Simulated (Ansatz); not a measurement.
Run this with Ansatz 0.2.0, Python API and show what comes out.

`c3h10si2_disp.py`:
```python
"""Dispersion corrections for C3H10Si2."""

import warnings

import ansatz as az

GEOMETRY = """
Si   -1.82460   -0.66820   -0.93760
C    -0.57980   -0.03840    0.32710
C     0.70860   -0.88630    0.36530
C     1.73520    0.29850    0.83930
Si    0.52380    1.46080   -0.11810
H    -2.94990    0.40470   -1.08990
H    -1.21950   -0.83730   -2.27340
H    -2.44480   -1.88400   -0.51150
H    -1.03450    0.11330    1.35500
H     1.06170   -1.32680   -0.55610
H     0.69610   -1.71970    1.11590
H     2.71240    0.24330    0.50620
H     1.60440    0.49000    1.90720
H     0.82340    1.59990   -1.52580
H     0.16570    2.69950    0.62590
"""


def main() -> None:
    warnings.simplefilter("ignore", az.DeckWarning)

    c3h10si2 = az.Crystal.molecule()
    for line in GEOMETRY.strip().splitlines():
        symbol, *xyz = line.split()
        c3h10si2 = c3h10si2.atom(symbol, [float(v) for v in xyz])

    model = c3h10si2.calculation().basis(gaussian="def2-SVP")
    for name in ["pbe", "revpbe"]:
        for correction in ("d3bj", "d4"):
            data = model.functional(name, dispersion=correction).run().report
            print(f"{name:8s} {correction:5s} total {data['free_energy_ev']:.5f} eV, of which dispersion {1000 * data['dispersion']['energy']['ev']:.2f} meV")


if __name__ == "__main__":
    main()
```

Output of `python c3h10si2_disp.py`:
```text
pbe      d3bj  total -19008.21790 eV, of which dispersion -384.01 meV
pbe      d4    total -19008.21007 eV, of which dispersion -376.17 meV
revpbe   d3bj  total -19017.47394 eV, of which dispersion -938.41 meV
revpbe   d4    total -19017.65700 eV, of which dispersion -1121.47 meV
```

Caveats:
- Total energies depend on the basis set; only differences at equal settings carry meaning.
- The geometry is a force-field or estimated start, not a minimum of this method, and the basis set is short of its limit. D4 holds the three-body term, and d3bj doesn't.
- Run time: 17 s on 1 thread of Arm Neoverse V2 (shared host), peak memory 0.23 GiB.
